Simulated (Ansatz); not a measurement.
**CH3BN2: two geometries relaxed**

Aim: relax the geometries before and after the inversion of the pyramid at N1, and see whether they are two minima and how far apart in energy. SMILES of the start: NB1C=N1.

Method: RKS B3LYP/6-31G*, in Ansatz 0.2.0.

### 1 The system as given

Bond lengths: N1–B2 1.460 Å, B2–C3 1.426 Å, B2–N4 1.438 Å, C3–N4 1.277 Å, N1–H5 1.047 Å, N1–H6 1.050 Å, C3–H7 1.143 Å. Angles: N1–B2–C3 151.6°, N1–B2–N4 155.4°, C3–B2–N4 53.0°, B2–N1–H5 109.6°, B2–N1–H6 112.1°, H5–N1–H6 106.5°, B2–C3–N4 64.0°, B2–C3–H7 147.8°, N4–C3–H7 148.0°, B2–N4–C3 63.0°.

Structure file:

```xyz
7

N    -0.8200    1.1213   -0.1238
B    -0.1624   -0.1660   -0.3306
C     0.8581   -1.1157   -0.0318
N    -0.0066   -1.4780   -0.8991
H    -1.4934    1.0466    0.6744
H    -0.1372    1.8775    0.1319
H     1.8227   -1.3537    0.5334
```

### 2 Relaxing end A

Input file input.yaml:

```yaml
crystal:
  periodic: [false, false, false]
  atoms:
    - { symbol: "N", position_ang: [-0.82, 1.1213, -0.1238] }
    - { symbol: B, position_ang: [-0.1624, -0.166, -0.3306] }
    - { symbol: C, position_ang: [0.8581, -1.1157, -0.0318] }
    - { symbol: "N", position_ang: [-0.0066, -1.478, -0.8991] }
    - { symbol: H, position_ang: [-1.4934, 1.0466, 0.6744] }
    - { symbol: H, position_ang: [-0.1372, 1.8775, 0.1319] }
    - { symbol: H, position_ang: [1.8227, -1.3537, 0.5334] }
basis:
  gaussian: { orbitals: "6-31G*" }
hamiltonian:
  xc: b3lyp
relax:
  f_tol: 0.015
  max_steps: 40
output:
  orbitals: {}
```

Launch:

```console
ansatz run input.yaml --threads 1 --pin off --max-ram 2048MiB --backend cpu --events-out ev --progress --plain --runs-dir out
```

What it wrote, shortened:

```text
Warning: RAYON_NUM_THREADS=1 ignored (pool sized by the plan → 1); use --threads N
[...]
Functional definition: B3LYP
[...]
745 factors; integrals over basis functions are off by at most 3.5e-4 eV
[...]
mean field -4740.62677257 eV, -174.2148205798 hartree, gradient 2.9e-5 eV, S^2 0.000000; 0 other end points of the search recorded, 0 dependent functions left out
[...]
reference -4740.62695055 eV, -174.2148271202 hartree; 14, 14 occupied and 52, 52 virtual orbitals, 745 factors
relax step   1: F+E_penalty+E_count = -4740.62677257 eV  Δ(F+E_penalty+E_count) = +0.000e0 eV  max|allowed force component| = 3.350e0 eV/Å  Δτ_max = 0.0000 Å  (26 SCF iters, accepted)
[...]
relax step   3: F+E_penalty+E_count = -4741.47642516 eV  Δ(F+E_penalty+E_count) = -3.411e-1 eV  max|allowed force component| = 1.138e0 eV/Å  Δτ_max = 0.1924 Å  (30 SCF iters, accepted)
[...]
relax step   5: F+E_penalty+E_count = -4741.72771523 eV  Δ(F+E_penalty+E_count) = -6.161e-2 eV  max|allowed force component| = 7.286e-1 eV/Å  Δτ_max = 0.2000 Å  (29 SCF iters, accepted)
[...]
relax step   7: F+E_penalty+E_count = -4741.78501240 eV  Δ(F+E_penalty+E_count) = -5.730e-2 eV  max|allowed force component| = 2.780e-1 eV/Å  Δτ_max = 0.0849 Å  (28 SCF iters, accepted)
[...]
relax step   9: F+E_penalty+E_count = -4741.79032979 eV  Δ(F+E_penalty+E_count) = -5.317e-3 eV  max|allowed force component| = 3.325e-2 eV/Å  Δτ_max = 0.0373 Å  (25 SCF iters, accepted)
[...]
relax step  10: F+E_penalty+E_count = -4741.79035130 eV  Δ(F+E_penalty+E_count) = -2.152e-5 eV  max|allowed force component| = 1.255e-2 eV/Å  Δτ_max = 0.0021 Å  (21 SCF iters, accepted)
745 factors; integrals over basis functions are off by at most 4.1e-4 eV
mean field -4741.79035130 eV, -174.2575813095 hartree, gradient 5.9e-5 eV, S^2 0.000000; 1 other end points of the search recorded, 0 dependent functions left out
[...]
reference -4741.79053281 eV, -174.2575879797 hartree; 14, 14 occupied and 52, 52 virtual orbitals, 745 factors
Total energy: -4741.79053281 eV, -174.2575879797 hartree
Atom 0 at    -0.735893     1.096861     0.108169 Å, force    -0.012548    -0.000796    -0.003033 eV/Å
Atom 1 at    -0.041534    -0.096560    -0.038228 Å, force     0.008302     0.001887     0.003271 eV/Å
Atom 2 at     1.035703    -1.075677    -0.053193 Å, force     0.006086     0.005586     0.002339 eV/Å
Atom 3 at    -0.147130    -1.504856    -0.401543 Å, force    -0.011102    -0.006945    -0.004045 eV/Å
Atom 4 at    -1.726265     1.172549    -0.077545 Å, force     0.004098     0.000202     0.000585 eV/Å
Atom 5 at    -0.303150     1.957993     0.406536 Å, force     0.002401     0.002835     0.001189 eV/Å
Atom 6 at     1.979470    -1.618309     0.010204 Å, force     0.002764    -0.002770    -0.000306 eV/Å
Dipole moment:     0.073570     0.532247     0.144444 e Å
```

It took 18 s on 1 thread of Arm Neoverse V2, shared host; peak memory 0.13 GiB.

Step by step:

| step | energy from step 1 (eV) | largest force component (eV/Å) |
| --- | --- | --- |
| 1 | 0.0000 | 3.3505 |
| 2 | -0.5085 | 1.0408 |
| 3 | -0.8497 | 1.1385 |
| 4 | -1.0393 | 0.7491 |
| 5 | -1.1009 | 0.7286 |
| 6x | -1.0645 | 2.2239 |
| 7 | -1.1582 | 0.2780 |
| 8x | -1.1582 | 0.1311 |
| 9 | -1.1636 | 0.0333 |
| 10 | -1.1636 | 0.0125 |

Step 1 is the start. 2 steps were tried and not accepted (marked x).

After: Bond lengths: N1–B2 1.388 Å, B2–C3 1.456 Å, B2–N4 1.458 Å, C3–N4 1.306 Å, N1–H5 1.010 Å, N1–H6 1.009 Å, C3–H7 1.090 Å. Angles: N1–B2–C3 161.7°, N1–B2–N4 145.1°, C3–B2–N4 53.2°, B2–N1–H5 122.4°, B2–N1–H6 123.4°, H5–N1–H6 114.3°, B2–C3–N4 63.5°, B2–C3–H7 167.0°, N4–C3–H7 129.5°, B2–N4–C3 63.3°.

### 3 End point B

The second end starts from a geometry with the move made by hand.

input.yaml, as its differences from that of step 2:

```diff
@@ -7,4 +7,4 @@
     - { symbol: "N", position_ang: [-0.0066, -1.478, -0.8991] }
-    - { symbol: H, position_ang: [-1.4934, 1.0466, 0.6744] }
-    - { symbol: H, position_ang: [-0.1372, 1.8775, 0.1319] }
+    - { symbol: H, position_ang: [-1.84755, 1.02195, -0.29829] }
+    - { symbol: H, position_ang: [-0.47357, 1.85409, -0.79197] }
     - { symbol: H, position_ang: [1.8227, -1.3537, 0.5334] }
@@ -17,3 +17 @@
   max_steps: 40
-output:
-  orbitals: {}
```

Launch:

```console
ansatz run input.yaml --threads 1 --pin off --max-ram 2048MiB --backend cpu --events-out ev --progress --plain --runs-dir out
```

What it wrote, shortened:

```text
Warning: RAYON_NUM_THREADS=1 ignored (pool sized by the plan → 1); use --threads N
[...]
Functional definition: B3LYP
[...]
745 factors; integrals over basis functions are off by at most 4.4e-4 eV
[...]
mean field -4740.74105452 eV, -174.2190203640 hartree, gradient 7.1e-5 eV, S^2 0.000000; 0 other end points of the search recorded, 0 dependent functions left out
[...]
reference -4740.74123280 eV, -174.2190269157 hartree; 14, 14 occupied and 52, 52 virtual orbitals, 745 factors
relax step   1: F+E_penalty+E_count = -4740.74105452 eV  Δ(F+E_penalty+E_count) = +0.000e0 eV  max|allowed force component| = 3.175e0 eV/Å  Δτ_max = 0.0000 Å  (25 SCF iters, accepted)
[...]
relax step   3: F+E_penalty+E_count = -4741.54855300 eV  Δ(F+E_penalty+E_count) = -3.287e-1 eV  max|allowed force component| = 1.667e0 eV/Å  Δτ_max = 0.1950 Å  (30 SCF iters, accepted)
[...]
mean field -4741.79035404 eV, -174.2575814101 hartree, gradient 2.7e-5 eV, S^2 0.000000; 1 other end points of the search recorded, 0 dependent functions left out
[...]
reference -4741.79053632 eV, -174.2575881087 hartree; 14, 14 occupied and 52, 52 virtual orbitals, 745 factors
Total energy: -4741.79053632 eV, -174.2575881087 hartree
Atom 0 at    -0.881146     1.052061    -0.433530 Å, force    -0.002264    -0.000298     0.001354 eV/Å
Atom 1 at    -0.133363    -0.109968    -0.296644 Å, force     0.002165     0.006621    -0.000746 eV/Å
Atom 2 at     0.974507    -1.018270    -0.037873 Å, force     0.001143    -0.001569    -0.000846 eV/Å
Atom 3 at    -0.153668    -1.564063    -0.404610 Å, force     0.000224    -0.003046     0.001610 eV/Å
Atom 4 at    -1.851544     1.040545    -0.714618 Å, force    -0.000797    -0.000822    -0.001869 eV/Å
Atom 5 at    -0.510796     1.974588    -0.260837 Å, force     0.001791    -0.001563     0.000989 eV/Å
Atom 6 at     1.926690    -1.490954     0.205953 Å, force    -0.002261     0.000677    -0.000491 eV/Å
Dipole moment:     0.040180     0.552320     0.051279 e Å
```

Wall time 16 s (1 thread of Arm Neoverse V2, shared host); peak memory 0.23 GiB.

Relaxation path:

| step | energy from step 1 (eV) | largest force component (eV/Å) |
| --- | --- | --- |
| 1 | 0.0000 | 3.1754 |
| 2 | -0.4788 | 1.4817 |
| 3 | -0.8075 | 1.6668 |
| 4 | -0.8961 | 1.6872 |
| 5 | -0.9964 | 0.8170 |
| 6 | -1.0238 | 0.7960 |
| 7 | -1.0488 | 0.0558 |
| 8 | -1.0492 | 0.0512 |
| 9 | -1.0493 | 0.0066 |

Step 1 is the start.

After: Bond lengths: N1–B2 1.389 Å, B2–C3 1.456 Å, B2–N4 1.458 Å, C3–N4 1.306 Å, N1–H5 1.010 Å, N1–H6 1.009 Å, C3–H7 1.091 Å. Angles: N1–B2–C3 161.7°, N1–B2–N4 145.1°, C3–B2–N4 53.2°, B2–N1–H5 122.4°, B2–N1–H6 123.4°, H5–N1–H6 114.2°, B2–C3–N4 63.5°, B2–C3–H7 167.0°, N4–C3–H7 129.5°, B2–N4–C3 63.3°.

### 4 Summary of results

```
                           quantity                    value
                              end A  7 moves, 1.164 eV lower
                              end B  8 moves, 1.049 eV lower
largest difference between the ends                   0.00 Å
            end B relative to end A                -0.000 eV
```

What this shows: The two relaxations end at one structure, within 0.00 Å: no second minimum was found from this start, which doesn't rule one out.
